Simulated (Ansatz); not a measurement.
**CoHO (singlet): wave-function methods side by side at a displaced geometry (v2), def2-SVP**

The task here is to estimate one member of a computed series from the others.

Program: Ansatz 0.2.0, Gaussian basis. Level of theory: def2-SVP, core rule «outside noble gas», up to 10 orbitals frozen. These are calculated values, not measurements.

The runs, in order: UHF; CCSD(T) on RHF; CCSD(T) on UHF; CISD; CASSCF and MRCISD+Q, 16 electrons in 11 orbitals; CASSCF and NEVPT2, 16 electrons in 11 orbitals.

30 further runs of the same task are left out: 2 for a known fault of the program, 18 that didn't finish, 10 set aside as unsound or not needed.

### What is computed

The geometry is a PBE0/def2-TZVP stationary point (not a proven minimum) with its atoms shifted at random (size 0.100 Å).

3 atoms, charge 0, spin multiplicity 1.

Atoms are counted from 1 here; the program's logs count them from 0.

Bond lengths: Co1–O2 1.713 Å, O2–H3 0.943 Å. Angles: Co1–O2–H3 112.0°.

As a file:

```mol
CoHO
  3D, bonds by distance, orders not assigned

  3  2  0  0  0  0  0  0  0  0999 V2000
    0.0359    0.0147    0.3866 Co  0  0
   -0.1290   -0.1009   -1.3145 O   0  0
   -0.0523    0.7396   -1.7355 H   0  0
  1  2  8  0
  2  3  8  0
M  END
```

Set-up of the first run:

File in.yaml:

```yaml
crystal:
  periodic: [false, false, false]
  atoms:
    - {symbol: Co, position_ang: [0.035908, 0.014733, 0.386558]}
    - {symbol: O, position_ang: [-0.128967, -0.100859, -1.314538]}
    - {symbol: H, position_ang: [-0.052346, 0.739568, -1.735521]}
basis:
  gaussian: {orbitals: def2-SVP}
magnetization: {spin_polarized: true, initial_magnetization: 0}
hamiltonian: {xc: hf}
output: {orbitals: {seedname: orbitals}}
```

Launch:

```sh
ansatz run in.yaml --threads 1 --pin off --events-out ev --progress --plain --max-ram 2393MiB
```

Among the steps run: UHF; CCSD(T) on RHF; CCSD(T) on UHF; CISD; CASSCF and MRCISD+Q, 16 electrons in 11 orbitals; CASSCF and NEVPT2, 16 electrons in 11 orbitals.

One table of the session follows, with a row left open; its other results are not shown here.

| method | from RCCSD(T) (meV) |
| --- | --- |
| RMP2 | +936.6 |
| UMP2 | +37.6 |
| CISD | +2070.7 |
| RCCSD | +692.7 |
| UCCSD | ? |
| RCCSD(T) | 0 |
| UCCSD(T) | -1889.5 |
| CASSCF valence | +9287.0 |
| NEVPT2 valence | +1210.0 |
| MRCISD valence | +770.4 |
| MRCISD+Q valence | +125.2 |

**Question.** Estimate the row for UCCSD.

**Answer.** from RCCSD(T) (meV): -1203.7. In the column «from RCCSD(T) (meV)» it lies between UCCSD(T) (-1889.5) and RCCSD(T) (0).

Left out of the table: RHF, UHF (another determinant or state than the rows shown).

Caveats from the session: The determinant is far from a pure spin state, so its energy mixes those of several spin states (harmless only where they are near-degenerate, as at dissociation). The program flags UCCSD(T) as in doubt, so those rows may rest on another solution; read them beside their warnings. Warnings: restricted reference is unstable; spin contamination; coupled cluster took another determinant than the lowest; large T1 diagnostic. Restricted and unrestricted rows rest on different reference determinants; where their highest levels disagree by more than a few hundredths of an eV, they describe different states and don't form one ladder.
